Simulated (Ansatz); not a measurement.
# GeSiH5Cl (SMILES Cl[SiH2][GeH3]): HF/3-21G

Aim: the vertical ionisation energy of GeSiH5Cl at HF/3-21G, from 2 runs. 

Program for the calculation: Ansatz 0.2.0.

62 further runs of the same task are left out: 62 set aside as unsound or not needed.

### 1 The molecule

GeSiH5Cl: 8 atoms, total charge 0, spin state singlet. SMILES: `Cl[SiH2][GeH3]`. The shape is that of a PBE0-D4/def2-TZVP optimisation.

Bond lengths: Cl1–Si2 2.062 Å, Si2–Ge3 2.377 Å, Si2–H4 1.484 Å, Si2–H5 1.484 Å, Ge3–H6 1.536 Å, Ge3–H7 1.538 Å, Ge3–H8 1.536 Å. Some angles: Cl1–Si2–Ge3 109.1°, Cl1–Si2–H4 107.8°, Cl1–Si2–H5 107.8°, Ge3–Si2–H4 111.5°, Ge3–Si2–H5 111.5°, Si2–Ge3–H6 110.0°, Si2–Ge3–H7 109.9°, Si2–Ge3–H8 110.0°, H4–Si2–H5 109.1°, H6–Ge3–H7 108.9°.

### 2 A single-point energy at HF/3-21G

run.yaml reads:

```yaml
crystal:
  periodic: [false, false, false]
  atoms:
    - symbol: Cl
      position_ang: [-2.290300, 1.217200, -0.310600]
    - symbol: Si
      position_ang: [-0.414100, 0.602600, -0.906900]
    - symbol: Ge
      position_ang: [0.581500, -0.662200, 0.842700]
    - symbol: H
      position_ang: [-0.573600, -0.206400, -2.140800]
    - symbol: H
      position_ang: [0.380700, 1.815700, -1.222200]
    - symbol: H
      position_ang: [0.711200, 0.201700, 2.106100]
    - symbol: H
      position_ang: [1.981500, -1.135500, 0.415600]
    - symbol: H
      position_ang: [-0.284600, -1.890300, 1.160200]
basis:
  gaussian:
    orbitals: 3-21G-spherical.json
total_charge: 0
hamiltonian:
  xc: hf
accuracy: high
output:
  orbitals: {seedname: orbitals}
```

The basis set 3-21G is read from a file made from the Basis Set Exchange's data (not shown).

The run is started by

```bash
ansatz run run.yaml --threads 1 --pin off --max-ram 3480MiB --events-out events.jsonl --progress --plain --runs-dir runs
```

What it wrote:

```text
Warning: RAYON_NUM_THREADS=1 ignored (pool sized by the plan → 1); use --threads N
Functional definition: HF
  name "HF"
  exchange = exact_x
  correlation = 0
1164 factors; integrals over basis functions are off by at most 4.9e-9 eV
mean field evaluation 1: about -76543.2450 eV, gradient 1.3e1 eV
mean field evaluation 2: about -76543.2552 eV, gradient 1.3e1 eV
mean field evaluation 4: about -76544.0747 eV, gradient 1.1e0 eV
mean field evaluation 8: about -76544.0794 eV, gradient 5.3e-6 eV
mean field -76544.07942690 eV, -2812.9430354982 hartree, gradient 1.7e-8 eV, S^2 0.000000; 0 other end points of the search recorded, 0 dependent functions left out
reference -76544.07942690 eV, -2812.9430354982 hartree; 34, 34 occupied and 24, 24 virtual orbitals, 1164 factors
Total energy: -76544.07942690 eV, -2812.9430354982 hartree
```

It took 1.1 s on 1 thread of Arm Neoverse V1, shared host; peak memory 0.14 GiB.

### 3 The doublet cation at the same level

job.yaml reads:

```yaml
crystal:
  periodic: [false, false, false]
  atoms:
    - {symbol: Cl, position_ang: [-2.290300, 1.217200, -0.310600]}
    - {symbol: Si, position_ang: [-0.414100, 0.602600, -0.906900]}
    - {symbol: Ge, position_ang: [0.581500, -0.662200, 0.842700]}
    - {symbol: H, position_ang: [-0.573600, -0.206400, -2.140800]}
    - {symbol: H, position_ang: [0.380700, 1.815700, -1.222200]}
    - {symbol: H, position_ang: [0.711200, 0.201700, 2.106100]}
    - {symbol: H, position_ang: [1.981500, -1.135500, 0.415600]}
    - {symbol: H, position_ang: [-0.284600, -1.890300, 1.160200]}
basis:
  gaussian: {orbitals: 3-21G-spherical.json}
total_charge: 1
hamiltonian: {xc: hf}
accuracy: high
magnetization: {spin_polarized: true, initial_magnetization: 1}
output: {orbitals: {seedname: orbitals}}
```

The basis set 3-21G is read from a file made from the Basis Set Exchange's data (not shown).

The run is started by

```bash
ansatz run job.yaml --threads 1 --pin off --max-ram 3480MiB --events-out events.jsonl --progress --plain --runs-dir runs
```

What it wrote:

```text
Warning: RAYON_NUM_THREADS=1 ignored (pool sized by the plan → 1); use --threads N
[... 4 set-up lines as earlier in the session ...]
1161 factors; integrals over basis functions are off by at most 4.9e-9 eV
mean field evaluation 1: about -76532.1555 eV, gradient 1.4e1 eV
mean field evaluation 2: about -76532.1657 eV, gradient 1.4e1 eV
mean field evaluation 4: about -76533.7738 eV, gradient 1.1e0 eV
mean field evaluation 8: about -76533.8081 eV, gradient 1.1e-1 eV
mean field evaluation 16: about -76533.8106 eV, gradient 3.1e-8 eV
mean field evaluation 32: about -76531.6715 eV, gradient 2.1e0 eV
mean field evaluation 64: about -76533.5134 eV, gradient 1.1e0 eV
mean field evaluation 96: about -76533.2797 eV, gradient 4.7e-1 eV
mean field -76533.81061099 eV, -2812.5656634737 hartree, gradient 3.1e-8 eV, S^2 0.763166; 1 other end points of the search recorded, 0 dependent functions left out
reference -76533.81061099 eV, -2812.5656634737 hartree; 34, 33 occupied and 24, 25 virtual orbitals, 1161 factors
Total energy: -76533.81061099 eV, -2812.5656634737 hartree
```

It took 4.2 s on 1 thread of Arm Neoverse V1, shared host; peak memory 0.2 GiB.

### 4 Outcome

Level: HF/3-21G.

| quantity | value |
| --- | --- |
| singlet GeSiH5Cl: total energy | -2812.94304 Eh |
| singlet GeSiH5Cl: HOMO energy | -10.94 eV |
| singlet GeSiH5Cl: LUMO energy | 2.64 eV |
| singlet GeSiH5Cl: HOMO–LUMO gap | 13.58 eV |
| doublet cation: total energy | -2812.56566 Eh |
| doublet cation: HOMO energy (highest over α and β) | -17.55 eV |
| doublet cation: LUMO energy (lowest over α and β) | -9.59 eV |
| doublet cation: ⟨S²⟩ | 0.763 |
| vertical ionisation energy (to the doublet cation) | 10.269 eV |

Removing an electron at fixed nuclei costs 10.27 eV (237 kcal/mol). −ε(HOMO) before ionisation, 10.94 eV, is 0.67 eV above this ionisation energy.
